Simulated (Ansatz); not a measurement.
# GeH2Si: the cost of one run

Method: cc-pVTZ, core rule «outside noble gas», up to 19 orbitals frozen; program: Ansatz 0.2.0, Gaussian basis.

The runs, in order: UHF; CCSD(T) on RHF; CCSD(T) on UHF; BCCD(T) on RHF; CCSDT(Q) on RHF; CCSDT(Q) on UHF; CASSCF and MRCISD+Q, 10 electrons in 10 orbitals; CASSCF and NEVPT2, 10 electrons in 10 orbitals.

6 further runs of the same task are left out: 6 set aside as unsound or not needed.

## 1. The system

The geometry is a PBE0/def2-TZVP stationary point (not a proven minimum) of the parent state, kept for this charge and spin. No spin-orbit coupling is included. The filled d shell of Ge may be among the frozen orbitals whatever the setting's name suggests; the logs give the count.

4 atoms, charge 0, spin multiplicity 1.

Atoms are counted from 1 here; the program's logs count them from 0.

Bond lengths: Si1–Ge2 2.341 Å, Si1–H3 1.514 Å, Ge2–H4 1.581 Å. Angles: Ge2–Si1–H3 106.8°, Si1–Ge2–H4 101.4°.

Geometry (Å):

| atom | x (Å) | y (Å) | z (Å) |
| --- | --- | --- | --- |
| Si1 | 0.0000 | -0.1395 | 1.6714 |
| Ge2 | 0.0000 | 0.0566 | -0.6618 |
| H3 | 0.0000 | 1.2679 | 2.2283 |
| H4 | 0.0000 | -1.4615 | -1.1039 |

## 2. UHF

File in.yaml:

```yaml
crystal:
  periodic: [false, false, false]
  atoms:
    - {symbol: Si, position_ang: [0.000000, -0.139453, 1.671406]}
    - {symbol: Ge, position_ang: [0.000000, 0.056604, -0.661833]}
    - {symbol: H, position_ang: [0.000000, 1.267918, 2.228287]}
    - {symbol: H, position_ang: [0.000000, -1.461483, -1.103914]}
basis:
  gaussian: {orbitals: cc-pVTZ}
magnetization: {spin_polarized: true, initial_magnetization: 0}
hamiltonian: {xc: hf}
output: {orbitals: {seedname: orbitals}}
```

The run is started by

```sh
$ ansatz run in.yaml --threads 1 --pin off --events-out ev --progress --plain --max-ram 4096MiB --backend cpu
```

**Question.** How long does this run take on 1 thread of AMD EPYC 7R13, shared host, and how much memory does it need?

About 19 s, with a peak of 0.36 GiB.
